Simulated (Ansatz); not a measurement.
# CdS: the cost of one run

Computed with Ansatz 0.2.0 (DFT PBE, scalar-relativistic, plane waves, PAW, unless a step's input says otherwise).

3 further runs of the same task are left out: 1 that didn't finish, 2 set aside as unsound or not needed.

### 1 Starting point

Symmetry: P6_3mc, No. 186, hexagonal system. Conventional cell: a = 4.197 Å, b = 4.197 Å, c = 6.831 Å, α = 90.00°, β = 90.00°, γ = 120.00°. Cd (site symmetry 3m) is surrounded by 4 S at 2.57 Å. S (site symmetry 3m) is surrounded by 4 Cd at 2.57 Å.

Coordinates:

```cif
data_structure
_symmetry_space_group_name_H-M 'P6_3mc'
_symmetry_Int_Tables_number 186
_cell_length_a 4.1973
_cell_length_b 4.1973
_cell_length_c 6.8307
_cell_angle_alpha 90.000
_cell_angle_beta 90.000
_cell_angle_gamma 120.000
_cell_volume 104.22
loop_
_atom_site_label
_atom_site_type_symbol
_atom_site_symmetry_multiplicity
_atom_site_Wyckoff_symbol
_atom_site_fract_x
_atom_site_fract_y
_atom_site_fract_z
_atom_site_occupancy
Cd1 Cd 2 b 0.66667 0.33333 0.50026 1
S1 S 2 b 0.66667 0.33333 0.87674 1
```

It goes back to an entry of the Materials Project.

It is the result of an earlier relaxation at this level (volume 26.05 Å³/atom; gap on the mesh: 1.11 eV).

### 2 The bulk's band edges

Input file input.yaml:

```yaml
crystal:
  lattice:
    - [4.1973182992, 0.0, 0.0]
    - [-2.0986591496, 3.6349842749, 0.0]
    - [0.0, 0.0, 6.8307328196]
  atoms:
    - { symbol: Cd, position: [0.6666666667, 0.3333333333, 0.5002556788] }
    - { symbol: Cd, position: [0.3333333333, 0.6666666667, 0.0002556788] }
    - { symbol: S, position: [0.6666666667, 0.3333333333, 0.8767443212] }
    - { symbol: S, position: [0.3333333333, 0.6666666667, 0.3767443212] }
basis:
  ecutwfc: 420
kpoints:
  mp_grid: { grid: [6, 6, 4] }
  band_path: { path: [VBM, CBM], npoints: 2 }
hamiltonian:
  xc: pbe
scf:
  occupations: { method: gaussian, width: 0.02 }
output:
  forces: true
  stress: true
  eigenvalues: true
```

Command:

```bash
$ ansatz run input.yaml --threads 8 --pin off --max-ram 20480MiB --backend cpu --events-out ev --progress --plain --runs-dir out
```

Q: Estimate wall time and peak memory on 8 threads of Intel Xeon 6975P-C (Granite Rapids), shared host.

About 1.6 s, with a peak of 0.52 GiB.
